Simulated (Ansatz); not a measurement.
Consider the interaction energy of a dimer with the counterpoise correction of BBrH2O, SMILES OBBr (Ansatz 0.2.0, Python API).

The script, `bbrh2o.py`:
```python
# -*- coding: utf-8 -*-
"""Binding of a BBrH2O dimer at a trial geometry."""

import ansatz as az

FIRST = [
    ("O", (-0.8693, -0.7768, 0.099)),
    ("B", (0.3011, 0.0507, 0.2259)),
    ("Br", (0.1774, 2.0518, 0.2694)),
    ("H", (-0.9609, -0.8284, -0.894)),
    ("H", (1.3516, -0.4974, 0.2997)),
]
SECOND = [
    ("O", (-2.5729, -2.8252, 0.7526)),
    ("B", (-3.486, -3.5393, 1.6052)),
    ("Br", (-5.2702, -4.1718, 0.9436)),
    ("H", (-2.8804, -1.8848, 0.8872)),
    ("H", (-3.1449, -3.7382, 2.7249)),
]

def energy(atoms, ghosts=()):
    molecule = az.Crystal.molecule()
    for symbol, xyz in atoms:
        molecule = molecule.atom(symbol, xyz)
    calc = (
        molecule.calculation()
        .basis(gaussian="def2-SVP")
        .functional("pbe", dispersion="d4")
    )
    deck = calc.input()
    if ghosts:
        deck = deck.set(az.key.basis.gaussian.ghost_atoms, [{"symbol": s, "position_ang": list(xyz)} for s, xyz in ghosts])
    return az.Session.from_dict(deck).plan().execute().report["free_energy_ev"]


def main():
    # monomers in their own basis and in the basis of the dimer
    both = energy(FIRST + SECOND)
    alone = energy(FIRST) + energy(SECOND)
    ghosted = energy(FIRST, SECOND) + energy(SECOND, FIRST)
    print(f"dimer {both:.6f} eV")
    print(f"interaction, uncorrected   {96.485332 * (both - alone):8.3f} kJ/mol")
    print(f"interaction, counterpoise  {96.485332 * (both - ghosted):8.3f} kJ/mol")
    print(f"basis-set superposition    {96.485332 * (alone - ghosted):8.3f} kJ/mol")


if __name__ == "__main__":
    main()
```

How large is the interaction at this pose, and how much of it is basis-set superposition?

Uncorrected it is -11.940 kJ/mol, with the counterpoise correction -4.124 kJ/mol; the difference, 7.82 kJ/mol, is the superposition error.

What the script printed:

Output of `python bbrh2o.py`:
```text
dimer -145558.705076 eV
interaction, uncorrected    -11.940 kJ/mol
interaction, counterpoise    -4.124 kJ/mol
basis-set superposition       7.816 kJ/mol
```

Caveats:
- Total energies depend on the basis set; only differences at equal settings carry meaning.
- The dimer is a generated trial pose of unrelaxed monomers, not a minimum, so the figure is no binding energy, and the basis set is small.
- Run time: 13 s on 1 thread of Arm Neoverse V1, on a shared host, peak memory 0.24 GiB.

(A comment or docstring line of the script was reworded after the run, the code is as it ran; lines on the test bed's own set-up are left out of the output.)
